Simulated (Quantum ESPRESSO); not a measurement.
Runs of Quantum ESPRESSO 7.5 on Ag. The cell holds a slab with vacuum, 5 atoms: a = 2.889 Å, b = 2.889 Å, c = 24.437 Å, α = 90.00°, β = 90.00°, γ = 120.00°. 

```tsv
level	gap on the mesh (eV)	largest force (eV/Å)	work function (eV)
PBE	none	0.16	4.52
rev-vdW-DF2	none	(a)	4.82
RPBE	none	0.36	(b)
PBEsol	none	0.18	4.68
AM05	none	0.18	4.56
```

Alike in all rows: task work function; potentials or basis SG15 PBE 1.2; no spin polarisation; cell as given; k mesh 7 × 7 × 1; cutoff (eV) 952; smearing fermi-dirac 0.05 eV.

Task: Fill in the values left out.

Result: (a) 0.01; (b) 4.31.

Caveats: the potentials were made for another functional, which shifts forces and pressure (some runs).

A k mesh can miss the band edges, and the runs leave out spin-orbit coupling on Ag.

A gap of «none» marks a metal or a gap under the smearing width.
